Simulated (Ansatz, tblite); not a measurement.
# Na$_{2}$ClF with GFN2-xTB from a Python script

These are simulated results from tblite 0.8.0, not measurements. The cell was built from a prototype and was relaxed with r2SCAN in plane waves (Ansatz 0.2.0). It may be hypothetical. All runs are without spin polarisation.

Space group R-3m (No. 166), trigonal; a = 3.621 Å, c = 17.762 Å in the conventional setting, 16.81 Å³ an atom. F has 6 Na at 2.43 Å; Cl has 6 Na at 2.71 Å; Na has 3 F at 2.43 Å and 3 Cl at 2.71 Å.

tblite solves periodic systems at the zone centre alone, so the script builds a cluster of 3×3×1 conventional cells (108 atoms), which folds in a coarse mesh of k points.

The script, run.py:

```python
import json
from ase import Atoms
from ase.build import make_supercell
from ase.units import Bohr, GPa, Hartree
from tblite.interface import Calculator

atoms = Atoms(['F', 'Cl', 'Na', 'Na'],
              cell=[[1.81068692, 1.04540058, 5.92065918], [-1.81068692, 1.04540058, 5.92065918], [0.0, -2.09080116, 5.92065918]],
              scaled_positions=[[1.0, 0.0, 0.0], [0.5, 0.5, 0.5], [0.263437588, 0.263437588, 0.263437588], [0.736562412, 0.736562412, 0.736562412]],
              pbc=True)
cluster = make_supercell(atoms, [[3, -3, 0], [0, 3, -3], [1, 1, 1]])
calc = Calculator('GFN2-xTB', cluster.numbers, cluster.positions / Bohr, lattice=cluster.cell[:] / Bohr, periodic=cluster.pbc)
calc.set('temperature', 0.02 / Hartree)
calc.set('max-iter', 150)
res = calc.singlepoint()
levels = res.get('orbital-energies') * Hartree
nv = round(res.get('orbital-occupations').sum() / 2)
cells = len(cluster) // len(atoms)
out = {'energy_per_cell': res.get('energy') * Hartree / cells, 'homo': levels[nv - 1], 'lumo': levels[nv],
       'stress': (-res.get('virial') * Hartree / cluster.get_volume() / GPa).tolist(), 'charges': res.get('charges')[:len(atoms)].tolist(), 'electrons': 2 * nv / cells}
json.dump(out, open('results.json', 'w'))
for key, value in out.items():
    print(key, value)
```

Command: `python run.py`. It took 12 s on 1 thread of Arm Neoverse V1, on a shared host, peak memory 0.16 GiB.

Output:

```
------------------------------------------------------------
  cycle        total energy    energy error   density error
------------------------------------------------------------
      1     -262.9036687052  -2.6307894E+02   4.2125863E-01
      2     -265.1194887500  -2.2158200E+00   2.0612523E-01
      3     -266.4992843722  -1.3797956E+00   2.0672950E-01
      4     -266.6977030955  -1.9841872E-01   2.8285254E-01
      5     -266.0752229800   6.2248012E-01   6.9459075E-01
      6     -266.7082092837  -6.3298630E-01   4.3318336E-01
      7     -266.7729696735  -6.4760390E-02   3.5900900E-01
      8     -266.8595053587  -8.6535685E-02   1.7407862E-01
      9     -266.9095490650  -5.0043706E-02   5.3175984E-02
     10     -266.9205063675  -1.0957302E-02   1.8592522E-02
     11     -266.9271231869  -6.6168194E-03   2.2253750E-02
     12     -266.9276300125  -5.0682563E-04   2.1824718E-02
     13     -266.9279230830  -2.9307052E-04   1.6284362E-02
     14     -266.9282240435  -3.0096050E-04   8.2922312E-03
     15     -266.9282879154  -6.3871854E-05   1.9322859E-03
     16     -266.9282901562  -2.2408377E-06   8.4591749E-04
     17     -266.9283034891  -1.3332828E-05   5.8420755E-04
     18     -266.9283047306  -1.2415152E-06   1.3404930E-04
     19     -266.9283047171   1.3504291E-08   5.0051603E-04
     20     -266.9283049998  -2.8269619E-07   2.8711016E-04
     21     -266.9283051956  -1.9584883E-07   1.0941376E-04
     22     -266.9283052420  -4.6371383E-08   8.8897608E-05
     23     -266.9283052644  -2.2412166E-08   5.0113708E-05
     24     -266.9283052673  -2.9394300E-09   8.2973096E-06
------------------------------------------------------------

 total:                                  11.289 sec
energy_per_cell -269.0181168688829
homo -13.46689257447055
lumo -12.87442800954998
stress [[8.00099994342676, -0.0010259220554246907, -5.442347161246042e-06], [-0.001025922055424646, 7.999815304705808, 2.5169629644442507e-06], [-5.442347161110631e-06, 2.516962964443942e-06, 6.571561185727615]]
charges [-0.5872946583604377, -0.64090893930042, 0.6141113935565798, 0.6141111626831499]
electrons 16.0
```

The cycle table is in hartree for the whole cluster, and the lines after it are in eV (the energy for one cell). The printed stress is in GPa and positive in compression, and the pressure is its mean diagonal.

GFN2-xTB gives a gap of 0.59 eV. On the same cell, plane-wave PBE (Ansatz, 8×8×8 k points and the special points) gives a gap of 4.34 eV and r2SCAN a gap of 5.02 eV; on shared hosts these took about 5.7 and 15 core-seconds on the 4-atom cell, against 12 for the script. Semilocal gaps usually lie below measured ones. xTB was fitted to molecules, so gaps, charges and pressures of solids can be far off, and the gap also depends on the size of the cluster.

The same script was run on cells scaled at fixed shape and fractional coordinates:

```
volume (Å³/atom)  energy (meV/atom)  pressure (GPa, positive in compression)  gap (eV)
           14.79              121.9                                    12.30      0.63
           15.80               53.5                                     9.57      0.61
           16.81                0.0                                     7.52      0.59
           17.82              -42.2                                     5.95      0.58
           18.83              -75.5                                     4.69      0.57
```

The minimum lies beyond the largest of these volumes.

xTB was fitted mostly to molecules, and a small cluster samples few k points, so gaps, pressures and kinks along a curve can be far from a solid's.
